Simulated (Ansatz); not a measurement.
**H4O3SZr: how energies converge with the basis set**

One table from this session's results is given with a row withheld; the runs are named, their logs left out.

Program: Ansatz 0.2.0, Gaussian basis. Level of theory: one geometry, several basis sets. These are calculated values, not measurements.

Plan: PBE0-D4/def2-SVP; ωB97M-V/def2-SVP; PBE0-D4/def2-QZVPP; ωB97M-V/def2-QZVPP; the functionals' def2-TZVPP values are taken from earlier runs.

## The geometry

An earlier PBE0-D4 in a triple-zeta def2 set relaxation fixed the geometry. Zr takes the def2 core potential; no spin-orbit term is included.

SMILES `[OH][Zr]([OH])([OH])[SH]`, 9 atoms, charge 0, spin multiplicity 1.

Atoms are counted from 1 here; the program's logs count them from 0.

Bond lengths: O1–Zr2 1.913 Å, O1–H6 0.953 Å, Zr2–O3 1.917 Å, Zr2–O4 1.918 Å, Zr2–S5 2.480 Å, O3–H7 0.952 Å, O4–H8 0.952 Å, S5–H9 1.346 Å. Angles: Zr2–O1–H6 164.0°, O1–Zr2–O3 113.0°, O1–Zr2–O4 111.5°, O1–Zr2–S5 104.7°, O3–Zr2–O4 108.8°, O3–Zr2–S5 109.1°, O4–Zr2–S5 109.6°, Zr2–O3–H7 164.1°, Zr2–O4–H8 164.0°, Zr2–S5–H9 92.2°.

Geometry (Å):

```tsv
atom	x (Å)	y (Å)	z (Å)
O1	-0.63332	1.85543	-0.63548
Zr2	-0.05096	0.13162	-0.04346
O3	-0.09508	-1.19214	-1.42983
O4	-1.09254	-0.49228	1.44086
S5	2.29803	0.47330	0.67593
H6	-1.01275	2.57173	-1.13593
H7	-0.30071	-1.95497	-1.96121
H8	-1.60561	-0.54499	2.24118
H9	2.49296	-0.84771	0.84794
```

The first run:

The input, in.yaml:

```yaml
crystal:
  periodic: [false, false, false]
  atoms:
    - {symbol: O, position_ang: [-0.633322, 1.855435, -0.635481]}
    - {symbol: Zr, position_ang: [-0.050958, 0.131625, -0.043461]}
    - {symbol: O, position_ang: [-0.095076, -1.192138, -1.429831]}
    - {symbol: O, position_ang: [-1.092543, -0.492283, 1.440863]}
    - {symbol: S, position_ang: [2.298026, 0.473300, 0.675926]}
    - {symbol: H, position_ang: [-1.012753, 2.571731, -1.135929]}
    - {symbol: H, position_ang: [-0.300707, -1.954972, -1.961214]}
    - {symbol: H, position_ang: [-1.605614, -0.544993, 2.241183]}
    - {symbol: H, position_ang: [2.492956, -0.847705, 0.847944]}
basis:
  gaussian: {orbitals: def2-SVP}
hamiltonian: {xc: pbe0, dispersion: d4}
output: {orbitals: {seedname: orbitals}}
```

Command:

```
> ansatz run in.yaml --threads 4 --pin off --events-out ev --progress --plain --max-ram 10444MiB
```

Steps of the session up to this table: PBE0-D4 in def2-SVP; ωB97M-V in def2-SVP; PBE0-D4 in def2-QZVPP; ωB97M-V in def2-QZVPP.

One of the session's tables, all rows but one given; the rest of the session is left out.

It belongs to the step «Functionals by basis». 

```
functional       basis  HOMO (eV)
   PBE0-D4    def2-SVP      -6.77
   PBE0-D4  def2-TZVPP      -6.95
   PBE0-D4  def2-QZVPP          ?
   ωB97M-V    def2-SVP      -8.89
   ωB97M-V  def2-TZVPP      -9.11
   ωB97M-V  def2-QZVPP      -9.16
```

**Question.** Estimate the row for PBE0-D4, def2-QZVPP.

As computed: HOMO (eV): -6.99. In the column «HOMO (eV)» it lies between ωB97M-V, def2-SVP (-8.89) and PBE0-D4, def2-TZVPP (-6.95).
